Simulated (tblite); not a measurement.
# BrH7PSi4: the cost of one run

The runs use tblite 0.8.0 and PySCF 2.14.0, with density-fitted response routines of our own; the level of theory stands in each step. All values are computed, except where a source is named. Atoms count from 0, in the outputs and in this text.

## 1. Starting geometry

13 atoms, charge 0, multiplicity 2; geometry from: force field or distance geometry start.

Bonds of the start (Å): P0–Si1 2.19, Si1–Si2 2.29, Si2–Si3 2.30, Si3–Br4 2.20, Si3–Si5 2.30, Si5–Si1 2.27, P0–H6 1.42, P0–H7 1.42, Si1–H8 1.48, Si2–H9 1.48, Si2–H10 1.49, Si5–H11 1.48, Si5–H12 1.50.

## 2. Relaxing the molecule with GFN2-xTB

The job: settings as JSON, then the geometry in Å.

```
{"job": {"kind": "relax", "xc": "GFN2-xTB", "basis": "xTB"}, "charge": 0, "multiplicity": 2}
P     -2.678100    -0.030800     0.200100
Si    -0.595500     0.089200    -0.450000
Si     0.729600    -1.646700     0.240100
Si     2.407100    -0.109300     0.596900
Br     3.554200     0.223000    -1.253500
Si     0.723900     1.448900     0.805300
H     -3.158400    -0.897400    -0.811400
H     -3.147100     1.154500    -0.424700
H     -0.489900     0.350600    -1.898300
H      1.031800    -2.651400    -0.807600
H      0.281200    -2.263700     1.516400
H      1.047300     2.760000     0.189400
H      0.289700     1.573600     2.236200
```

Launch:

```console
> OMP_NUM_THREADS=1 python probes_run.py task.json out
```

The driver reads the jobs from task.json and runs them one after another.

**Question.** How long does this first job take on 1 thread of Intel Xeon at 2.50GHz, shared host?

About 3.8 s.
